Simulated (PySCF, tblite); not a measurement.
# C7H11FSi: geometry, infrared bands, NMR shifts and electronic excitations

Wanted: the infrared bands, NMR shifts and electronic excitations of C7H11FSi (`C#CC[C@@H](C)[Si@@H]1C[C@H]1F`), by calculation.

The runs use tblite 0.8.0 and PySCF 2.14.0, with density-fitted response routines of our own; the level of theory stands in each step. All values are computed, except where a source is named. Atoms are numbered from 0 throughout.

## 1. The starting structure

20 atoms, charge 0, multiplicity 1; geometry from: force field or distance geometry start.

Bonds of the start (Å): C0–C1 1.21, C1–C2 1.47, C2–C3 1.53, C3–C4 1.50, C3–Si5 1.86, Si5–C6 1.85, C6–C7 1.52, C7–F8 1.37, C7–Si5 1.84, C0–H9 1.07, C2–H10 1.11, C2–H11 1.10, C3–H12 1.11, C4–H13 1.11, C4–H14 1.11, C4–H15 1.12, Si5–H16 1.48, C6–H17 1.10, C6–H18 1.12, C7–H19 1.12.

## 2. Relaxing the molecule with GFN2-xTB

The job: settings as JSON, then the geometry in Å.

```
{"job": {"kind": "relax", "xc": "GFN2-xTB", "basis": "xTB"}, "charge": 0, "multiplicity": 1}
C      2.453600    -1.808000    -0.249100
C      2.187500    -0.643800    -0.029800
C      1.899200     0.762000     0.271500
C      0.444400     1.058400    -0.080700
C      0.165700     0.784100    -1.525500
Si    -0.686200     0.113300     1.060800
C     -1.747100    -1.250600     0.390000
C     -2.487000     0.043800     0.707400
F     -3.288000     0.079700     1.822000
H      2.670000    -2.839700    -0.439400
H      2.579900     1.428400    -0.299300
H      2.046000     1.015700     1.334200
H      0.271400     2.133000     0.125200
H      1.034700     0.377500    -2.093000
H     -0.733300     0.159700    -1.695800
H     -0.099300     1.772300    -1.993100
H     -0.233700    -0.099400     2.452300
H     -1.649300    -1.563200    -0.660400
H     -1.981700    -2.058200     1.123700
H     -2.852200     0.545600    -0.224200
```

Command:

```console
> OMP_NUM_THREADS=1 python probes_run.py task.json out
```

This one command runs all jobs of the session in turn.

What it wrote:

```text
step      E/eV     max force
  0    -731.92723    2.329
  1    -732.12468    2.946
  2    -732.11678    4.588
  3    -732.27665    0.876
  4    -732.33548    0.735
  5    -732.38226    0.705
  6    -732.39639    0.260
  7    -732.40430    0.203
  8    -732.41136    0.296
  9    -732.41818    0.275
 10    -732.42383    0.189
 11    -732.42821    0.145
 12    -732.43133    0.150
 13    -732.43380    0.134
 14    -732.43602    0.126
 15    -732.43796    0.116
 16    -732.43950    0.109
 17    -732.44072    0.083
 18    -732.44182    0.090
 19    -732.44292    0.077
 20    -732.44398    0.084
 21    -732.44494    0.066
 22    -732.44582    0.068
 23    -732.44663    0.067
 24    -732.44733    0.065
 25    -732.44794    0.064
 26    -732.44858    0.055
 27    -732.44936    0.074
 28    -732.45029    0.084
 29    -732.45130    0.083
 30    -732.45242    0.096
 31    -732.45379    0.106
 32    -732.45544    0.106
 33    -732.45713    0.108
 34    -732.45862    0.092
 35    -732.46016    0.090
 36    -732.46239    0.111
 37    -732.46575    0.178
 38    -732.46967    0.211
 39    -732.47202    0.286
 40    -732.47595    0.248
 41    -732.48235    0.185
 42    -732.49011    0.175
 43    -732.49858    0.281
 44    -732.50604    0.235
 45    -732.51007    0.503
 46    -732.51897    0.183
 47    -732.52418    0.147
 48    -732.53208    0.270
 49    -732.53589    0.169
 50    -732.54048    0.134
 51    -732.54463    0.119
 52    -732.54762    0.106
 53    -732.55028    0.101
 54    -732.55224    0.106
 55    -732.55339    0.181
 56    -732.55609    0.118
 57    -732.55877    0.110
 58    -732.56115    0.075
 59    -732.56213    0.064
 60    -732.56304    0.060
 61    -732.56401    0.072
 62    -732.56496    0.063
 63    -732.56583    0.063
 64    -732.56675    0.067
 65    -732.56755    0.070
 66    -732.56822    0.066
 67    -732.56893    0.072
 68    -732.56978    0.076
 69    -732.57075    0.062
 70    -732.57163    0.049
 71    -732.57224    0.045
 72    -732.57271    0.050
 73    -732.57315    0.068
 74    -732.57352    0.058
 75    -732.57382    0.038
 76    -732.57412    0.037
 77    -732.57448    0.040
 78    -732.57492    0.047
 79    -732.57534    0.041
 80    -732.57566    0.042
 81    -732.57587    0.037
 82    -732.57604    0.026
 83    -732.57615    0.023
 84    -732.57621    0.014
 85    -732.57625    0.014
 86    -732.57629    0.016
 87    -732.57632    0.012
 88    -732.57634    0.011
 89    -732.57636    0.008
```

Wall time 1.4 s (1 thread of Arm Neoverse N1, shared host); peak memory 0.18 GiB.

The steps of the relaxation: (not every step is listed) (the energy doesn't fall at every step)

| step | energy from step 0 (eV) | largest force (eV/Å) |
| --- | --- | --- |
| 0 | 0.0000 | 2.3289 |
| 1 | -0.1975 | 2.9461 |
| 2 | -0.1895 | 4.5875 |
| 3 | -0.3494 | 0.8764 |
| 4 | -0.4082 | 0.7351 |
| 5 | -0.4550 | 0.7047 |
| 6 | -0.4692 | 0.2595 |
| 7 | -0.4771 | 0.2030 |
| 8 | -0.4841 | 0.2961 |
| 15 | -0.5107 | 0.1159 |
| 22 | -0.5186 | 0.0675 |
| 29 | -0.5241 | 0.0829 |
| 36 | -0.5352 | 0.1114 |
| 43 | -0.5713 | 0.2815 |
| 50 | -0.6132 | 0.1336 |
| 57 | -0.6315 | 0.1101 |
| 64 | -0.6395 | 0.0674 |
| 71 | -0.6450 | 0.0451 |
| 78 | -0.6477 | 0.0466 |
| 84 | -0.6490 | 0.0139 |
| 85 | -0.6490 | 0.0145 |
| 86 | -0.6491 | 0.0162 |
| 87 | -0.6491 | 0.0121 |
| 88 | -0.6491 | 0.0106 |
| 89 | -0.6491 | 0.0083 |

Distances of close pairs at the start and the end, largest changes first:

| bond | before (Å) | after (Å) | change (Å) |
| --- | --- | --- | --- |
| Si5–C7 | 1.836 | 1.898 | +0.062 |
| C3–Si5 | 1.864 | 1.902 | +0.038 |
| C6–H18 | 1.116 | 1.080 | -0.036 |
| C4–H15 | 1.125 | 1.090 | -0.035 |
| C7–H19 | 1.119 | 1.086 | -0.034 |
| Si5–C6 | 1.854 | 1.887 | +0.033 |
| C3–C4 | 1.497 | 1.527 | +0.030 |
| C4–H13 | 1.115 | 1.088 | -0.027 |

The end geometry stands in the next job.

## 3. Vibrational analysis with GFN2-xTB

The job: settings as JSON, then the geometry in Å.

```
{"job": {"kind": "ir", "xc": "GFN2-xTB", "basis": "xTB"}, "charge": 0, "multiplicity": 1}
C      2.432309    -1.760757    -0.167705
C      2.230414    -0.594412     0.008889
C      1.942061     0.809797     0.205415
C      0.462057     1.120854    -0.063091
C      0.134197     0.912764    -1.539814
Si    -0.635690     0.061679     1.073688
C     -1.696951    -1.344572     0.397932
C     -2.491428    -0.069341     0.697603
F     -3.383623    -0.180530     1.738749
H      2.630799    -2.779788    -0.316306
H      2.574188     1.399390    -0.467106
H      2.198304     1.081408     1.233747
H      0.308449     2.179596     0.173702
H      0.340506    -0.114733    -1.831138
H     -0.912669     1.128603    -1.740350
H      0.741909     1.569949    -2.161361
H     -0.267985     0.001393     2.478962
H     -1.670113    -1.644928    -0.639728
H     -1.937615    -2.174965     1.045689
H     -3.004266     0.409274    -0.130811
```

What it wrote:

```text
mode    cm-1     km/mol
  1      26.9      0.66
  2      50.9      0.83
  3      95.8      2.88
  4     121.7      4.35
  5     127.5      1.00
  6     217.3      4.19
  7     229.8      0.12
  8     246.3      3.98
  9     293.0      2.65
 10     330.9      5.11
 11     343.1      1.28
 12     397.6      1.61
 13     475.5     66.10
 14     542.4     26.46
 15     611.5     89.74
 16     635.1     25.09
 17     642.1     13.46
 18     658.5     27.57
 19     676.5      9.35
 20     717.5     68.88
 21     770.4     48.56
 22     886.8     57.54
 23     904.9     26.43
 24     932.4      2.26
 25     959.7     60.89
 26     981.5     11.39
 27    1020.9      4.87
 28    1056.6     10.18
 29    1093.2      0.55
 30    1096.8      6.98
 31    1122.0      6.58
 32    1126.7     46.26
 33    1183.2      2.01
 34    1241.9      0.60
 35    1278.5     17.71
 36    1292.3      1.58
 37    1327.9      0.10
 38    1415.1      5.00
 39    1416.3      2.65
 40    1457.9      2.93
 41    1501.0      2.45
 42    1507.2      3.39
 43    2293.7     10.40
 44    2343.0    283.94
 45    2918.4     43.26
 46    2931.1     37.64
 47    2954.5     48.60
 48    2995.0     40.00
 49    3007.9     46.82
 50    3034.5     35.48
 51    3038.8     14.47
 52    3064.5     15.67
 53    3086.9     18.52
 54    3399.3      3.83
```

It took 1.6 s on 1 thread of Arm Neoverse N1, shared host; peak memory 0.18 GiB.

Which atoms move in the most intense modes:

| cm⁻¹ | km/mol | atoms |
| --- | --- | --- |
| 476 | 66.1 | H16 62 %, Si5 11 % |
| 612 | 89.7 | H16 83 % |
| 718 | 68.9 | H17 29 %, H18 26 %, C6 18 % |
| 770 | 48.6 | Si5 42 %, C6 16 %, C7 14 % |
| 887 | 57.5 | H18 22 %, H17 22 %, H19 16 %, F8 15 % |
| 960 | 60.9 | H19 30 %, C7 30 %, C6 16 %, H17 11 % |
| 2343 | 283.9 | H16 97 % |
| 2954 | 48.6 | H11 73 %, H10 21 % |

## 4. Geometry optimisation at PBE0-D3(BJ)/def2-SVP

The job: settings as JSON, then the geometry in Å.

```
{"job": {"xc": "PBE0", "basis": "def2-SVP", "d3": "d3bj", "grid": 1, "shake": 0.01, "kind": "geom"}, "charge": 0, "multiplicity": 1}
C      2.452720    -1.786310    -0.163520
C      2.224740    -0.598940     0.006730
C      1.921860     0.807480     0.196760
C      0.495290     1.123110    -0.066620
C      0.131380     0.906080    -1.550370
Si    -0.639600     0.066500     1.071300
C     -1.687370    -1.346570     0.398170
C     -2.475970    -0.063890     0.692550
F     -3.385450    -0.175120     1.758100
H      2.628100    -2.782220    -0.306280
H      2.565320     1.396470    -0.458280
H      2.204110     1.082320     1.240450
H      0.280170     2.189810     0.164110
H      0.323820    -0.111970    -1.824130
H     -0.917120     1.117840    -1.740090
H      0.741380     1.584000    -2.153890
H     -0.266050     0.012510     2.476910
H     -1.679370    -1.639090    -0.633900
H     -1.939760    -2.182790     1.047980
H     -3.029200     0.416180    -0.125900
```

What it wrote:

```text
step   0  E = -661.67419219  max force = 0.067181
step   1  E = -661.67947921  max force = 0.029606
step   2  E = -661.68146791  max force = 0.011073
step   3  E = -661.68293045  max force = 0.013745
step   4  E = -661.68341138  max force = 0.003470
step   5  E = -661.68346233  max force = 0.001062
step   6  E = -661.68350455  max force = 0.002332
step   7  E = -661.68354224  max force = 0.003093
step   8  E = -661.68355744  max force = 0.001779
step   9  E = -661.68357609  max force = 0.000636
step  10  E = -661.68358790  max force = 0.000588
step  11  E = -661.68359133  max force = 0.000508
step  12  E = -661.68359599  max force = 0.000280
optimisation converged
```

Run time: 6.9 min. Hardware: 1 thread of Arm Neoverse N1, shared host; peak memory 0.91 GiB.

The steps of the relaxation:

| step | energy from step 0 (eV) | largest force component (eV/Å) |
| --- | --- | --- |
| 0 | 0.0000 | 3.4546 |
| 1 | -0.1439 | 1.5224 |
| 2 | -0.1980 | 0.5694 |
| 3 | -0.2378 | 0.7068 |
| 4 | -0.2509 | 0.1784 |
| 5 | -0.2523 | 0.0546 |
| 6 | -0.2534 | 0.1199 |
| 7 | -0.2544 | 0.1590 |
| 8 | -0.2548 | 0.0915 |
| 9 | -0.2553 | 0.0327 |
| 10 | -0.2557 | 0.0302 |
| 11 | -0.2558 | 0.0261 |
| 12 | -0.2559 | 0.0144 |

Close pairs (by a distance rule), those that changed most:

| bond | before (Å) | after (Å) | change (Å) |
| --- | --- | --- | --- |
| C2–C3 | 1.485 | 1.541 | +0.056 |
| C0–H9 | 1.021 | 1.074 | +0.053 |
| C7–F8 | 1.405 | 1.366 | -0.039 |
| C3–Si5 | 1.923 | 1.893 | -0.030 |
| Si5–H16 | 1.455 | 1.486 | +0.030 |
| C4–H13 | 1.072 | 1.101 | +0.030 |
| C6–H17 | 1.073 | 1.096 | +0.023 |
| C3–C4 | 1.543 | 1.526 | -0.017 |

The end geometry stands in the next job.

| at the end point | value |
| --- | --- |
| point group (found at 0.08 Å tolerance) | C1 |
| rotational constants (GHz, main isotopes) | 2.495, 0.755, 0.686 |
| dipole moment (D) | 2.45 |

## 5. Nuclear shieldings: PBE0/pcSseg-1

The job: settings as JSON, then the geometry in Å.

```
{"job": {"kind": "nmr", "xc": "PBE0", "basis": "pcSseg-1"}, "charge": 0, "multiplicity": 1}
C      2.349155    -2.002222    -0.191599
C      2.210285    -0.810871    -0.022519
C      1.996493     0.616471     0.186743
C      0.546962     1.066323    -0.079861
C      0.155582     0.907566    -1.546260
Si    -0.675650     0.186332     1.066379
C     -1.796629    -1.196707     0.503646
C     -2.504350     0.144325     0.656632
F     -3.479953     0.211805     1.610708
H      2.479228    -3.058823    -0.334999
H      2.681169     1.184223    -0.469306
H      2.288792     0.869935     1.220573
H      0.492085     2.136639     0.189595
H      0.205094    -0.147723    -1.857153
H     -0.865389     1.271281    -1.738391
H      0.837117     1.478385    -2.198128
H     -0.297185     0.153196     2.502682
H     -1.773483    -1.662253    -0.488022
H     -2.038104    -1.911388     1.300635
H     -2.848646     0.592989    -0.286512
```

With the program's defaults for keys left out, this is: GIAO PBE0/pcSseg-1 NMR shielding, non-relativistic, gas phase.

What it wrote:

```text
coarse grid: 17136 points
cycle   1  E = -661.8371658918  dE =  1.002e+00  |g| = 5.941e-01  |ddm| = 4.110e+00
cycle   2  E = -661.8162808592  dE =  2.089e-02  |g| = 7.095e-01  |ddm| = 1.202e+00
cycle   3  E = -661.9149844890  dE = -9.870e-02  |g| = 7.629e-02  |ddm| = 6.322e-01
cycle   4  E = -661.9157046560  dE = -7.202e-04  |g| = 4.236e-02  |ddm| = 9.083e-02
cycle   5  E = -661.9160425520  dE = -3.379e-04  |g| = 1.966e-02  |ddm| = 4.378e-02
cycle   6  E = -661.9161313890  dE = -8.884e-05  |g| = 5.097e-03  |ddm| = 1.632e-02
cycle   7  E = -661.9161371184  dE = -5.729e-06  |g| = 1.178e-03  |ddm| = 4.874e-03
final grid: 161080 points
cycle   8  E = -661.9783880530  dE = -4.432e-05  |g| = 9.566e-03  |ddm| = 4.202e-02
cycle   9  E = -661.9783719684  dE =  1.608e-05  |g| = 1.295e-02  |ddm| = 1.902e-02
cycle  10  E = -661.9784104486  dE = -3.848e-05  |g| = 1.283e-03  |ddm| = 1.061e-02
cycle  11  E = -661.9784107356  dE = -2.870e-07  |g| = 4.465e-04  |ddm| = 1.158e-03
cycle  12  E = -661.9784107683  dE = -3.270e-08  |g| = 2.358e-04  |ddm| = 4.424e-04
cycle  13  E = -661.9784107815  dE = -1.315e-08  |g| = 4.894e-05  |ddm| = 1.925e-04
cycle  14  E = -661.9784107820  dE = -5.089e-10  |g| = 1.258e-05  |ddm| = 5.456e-05
converged SCF energy = -661.9784107820

GIAO shielding tensors (ppm)
atom      isotropic    diamagn.    paramagn.     s11        s22        s33       span
  0 C      105.869     259.839    -153.970     30.550     36.123    250.933    220.383
  1 C       99.183     265.293    -166.110     -1.231      6.830    291.950    293.180
  2 C      159.466     247.956     -88.489    147.437    157.077    173.884     26.447
  3 C      168.267     252.814     -84.547    157.067    169.471    178.264     21.197
  4 C      168.909     248.530     -79.621    153.625    167.452    185.651     32.026
  5 Si     447.626     882.707    -435.080    325.743    356.056    661.080    335.337
  6 C      179.762     257.637     -77.875    147.603    184.969    206.714     59.111
  7 C      111.323     257.529    -146.206     47.986     83.214    202.770    154.784
  8 F      426.559     468.856     -42.297    371.975    421.960    485.743    113.768
  9 H       29.276      33.747      -4.471     23.715     24.637     39.476     15.761
 10 H       28.956      27.472       1.484     23.517     27.599     35.751     12.234
 11 H       28.785      28.248       0.536     24.178     27.279     34.896     10.718
 12 H       30.033      32.163      -2.130     26.149     27.573     36.377     10.228
 13 H       30.068      31.946      -1.879     27.101     28.876     34.227      7.126
 14 H       30.727      31.370      -0.643     24.941     30.358     36.882     11.941
 15 H       30.421      29.936       0.485     25.702     27.213     38.349     12.647
 16 H       27.798      29.492      -1.694     22.523     25.792     35.079     12.556
 17 H       29.931      32.517      -2.587     25.275     27.340     37.178     11.903
 18 H       30.255      30.717      -0.463     26.134     26.528     38.103     11.968
 19 H       26.389      32.210      -5.820     21.694     27.210     30.264      8.571
```

Wall time 96 s (1 thread of Arm Neoverse N1, shared host); peak memory 1 GiB.

The references, computed at this level on geometries of the same kind, shield at (ppm): 1H TMS 31.27, 13C TMS 184.4, 29Si TMS 352.0, 19F CFCl3 177.2. Their shielding less the atom's gives the shift. The references are single molecules in the gas phase, so shifts against H2O, NH3, PH3, H3PO4 or CFCl3 are not on the usual liquid scales and can be off by tens of ppm. Atoms listed in one row are averaged.

| atoms | environment | σ (ppm) | δ (ppm) | δ scaled to CDCl3 |
| --- | --- | --- | --- | --- |
| C1 | alkyne carbon | 99.2 | 85.2 | 82.2 |
| C0 | terminal alkyne carbon | 105.9 | 78.5 | 75.8 |
| C7 | three-membered-ring carbon bearing a halogen | 111.3 | 73.1 | 70.5 |
| C2 | propargylic sp3 CH2 | 159.5 | 24.9 | 23.7 |
| C3 | sp3 CH bonded to Si | 168.3 | 16.1 | 15.2 |
| C4 | methyl carbon | 168.9 | 15.5 | 14.5 |
| C6 | three-membered-ring carbon | 179.8 | 4.6 | 4.0 |
| H19 | hydrogen on a three-membered-ring carbon bearing a halogen | 26.39 | 4.88 | 4.84 |
| H16 | hydrogen on a silicon bonded to 3 C, in a 3-membered ring | 27.80 | 3.47 | – |
| H11 | hydrogen on a propargylic sp3 CH2 | 28.78 | 2.48 | 2.57 |
| H10 | hydrogen on a propargylic sp3 CH2 | 28.96 | 2.31 | 2.41 |
| H9 | hydrogen on a terminal alkyne carbon | 29.28 | 1.99 | 2.10 |
| H17 | hydrogen on a three-membered-ring carbon | 29.93 | 1.34 | 1.48 |
| H12 | hydrogen on an sp3 CH bonded to Si | 30.03 | 1.23 | 1.39 |
| H18 | hydrogen on a three-membered-ring carbon | 30.25 | 1.01 | 1.18 |
| H13, H14, H15 | hydrogen on a methyl carbon | 30.41 | 0.86 | 1.03 |
| Si5 | silicon bonded to 3 C, H, in a 3-membered ring | 447.6 | -95.6 | – |
| F8 | fluorine on an sp3 carbon | 426.6 | -249.3 | – |

The scaled column applies a straight-line fit of computed shieldings to shifts measured in CDCl3, and one for carbons that bear F (root-mean-square error 0.21 ppm for H, 2.0 ppm for C).

Charges from the same density, by scheme (e):

| atoms | Mulliken | IAO | Hirshfeld | ESP fit |
| --- | --- | --- | --- | --- |
| C0 | -0.37 | -0.25 | -0.12 | -0.55 |
| C1 | 0.14 | -0.04 | -0.04 | 0.19 |
| C2 | -0.13 | -0.26 | -0.05 | -0.40 |
| C3 | -0.58 | -0.35 | -0.09 | 0.20 |
| C4 | -0.24 | -0.41 | -0.11 | -0.56 |
| Si5 | 0.67 | 0.77 | 0.31 | 0.01 |
| C6 | -0.49 | -0.55 | -0.18 | -0.33 |
| C7 | -0.01 | -0.07 | -0.04 | -0.05 |
| F8 | -0.31 | -0.31 | -0.12 | -0.18 |

Mayer bond orders: C0–C1 2.59, C1–C2 1.05, C2–C3 1.03, C3–C4 1.04, C3–Si5 0.86, Si5–C6 0.94, C6–C7 0.90, C7–F8 0.88, C7–Si5 0.94.

Ring of atoms Si5, C6, C7: NICS(0) -22.5, NICS(1) -7.5, NICS(1)zz -14.3 ppm (means of both faces; NICS(1) differs between them: -9.2 and -5.7).

The two faces differ (NICS(1)zz -17.9 and -10.6 ppm).

In rings of three or four atoms NICS is ruled by the nearby σ bonds, so it says little on aromaticity.

Orbitals, density, ELF and potential are computed afterwards from the orbital file.

Frontier orbitals at PBE0/pcSseg-1, with the share of their density that lies nearest to each atom:

| orbital | energy (eV) | lies on |
| --- | --- | --- |
| HOMO | -6.73 | C7 26 %; Si5 26 %; C6 14 % |
| LUMO | 0.47 | Si5 18 %; C0, C1 about 11 % each; H10, H16 about 9 % each |

ELF in a plane through or near 5 of the atoms.

Ten even steps from ' ' (0.00) to '@' (0.99):
```
                                                        
                                                        
                                                        
                                                        
                                                        
                      --%%##--                          
            ..++..    ##@@@@##                          
          ::@@@@@@==..++@@@@++..::====::    ..          
          --@@@@@@##**##::**%%****%%%%++..++##++..      
            ==####++::%%**@@**::..%%@@**++######--      
              ..==**++--::++..##**::**--==##%%##::      
            ..--++**++::  ::::....::..  ..****==..      
          ..::++****++--    --++==::....    ..          
          ..--++****++--      ......++##==              
            ..--==++==--            --++--              
              ....::..                                  
                                                        
                                                        
                                                        
                                                        
```
The map spans 12.7 Å across and 11.1 Å up, centred on the molecule. Atoms in the plane (x, y in Å): C2 (-1.9, 0.2), Si5 (0.9, -0.2), F8 (3.7, 0.0), H10 (-2.8, 0.9), H12 (-0.5, 1.8).

log10 of the density (e/Å³) in the same plane.

Values, 10 rows by 14 columns:
```
-4.0 -4.0 -4.0 -4.0 -4.0 -4.0 -4.0 -4.0 -4.0 -4.0 -4.0 -4.0 -4.0 -4.0
-4.0 -4.0 -4.0 -4.0 -4.0 -4.0 -4.0 -4.0 -4.0 -4.0 -4.0 -4.0 -4.0 -4.0
-4.0 -4.0 -4.0 -4.0 -3.7 -2.9 -2.3 -2.6 -3.5 -3.9 -4.0 -4.0 -4.0 -4.0
-4.0 -4.0 -3.5 -2.3 -1.7 -1.4 -0.1 -0.9 -2.0 -2.0 -2.3 -3.0 -4.0 -4.0
-4.0 -4.0 -2.8 -1.2  0.1 -0.1  0.2 -0.2 -0.6 -0.5 -0.6 -0.4 -1.6 -4.0
-4.0 -4.0 -3.0 -1.7 -0.2  0.1 -0.7 -0.2  1.1 -0.3 -0.1  0.8 -1.1 -3.9
-4.0 -4.0 -2.8 -1.7 -0.6 -0.7 -1.6 -1.1 -0.8 -1.0 -1.5 -1.7 -2.7 -4.0
-4.0 -4.0 -3.2 -2.1 -1.4 -1.5 -2.2 -2.5 -2.1 -1.7 -2.0 -3.4 -4.0 -4.0
-4.0 -4.0 -4.0 -3.3 -2.7 -2.7 -3.5 -4.0 -3.8 -3.6 -3.8 -4.0 -4.0 -4.0
-4.0 -4.0 -4.0 -4.0 -4.0 -4.0 -4.0 -4.0 -4.0 -4.0 -4.0 -4.0 -4.0 -4.0
```
The map spans 12.7 Å across and 11.1 Å up, centred on the molecule. Atoms in the plane (x, y in Å): C2 (-1.9, 0.2), Si5 (0.9, -0.2), F8 (3.7, 0.0), H10 (-2.8, 0.9), H12 (-0.5, 1.8).

On the surface of density 0.002 e/bohr³ the electrostatic potential runs, from the 1st to the 99th percentile, from -1.19 V near F8 to 1.35 V near H9.

[end of part 1 of 2]
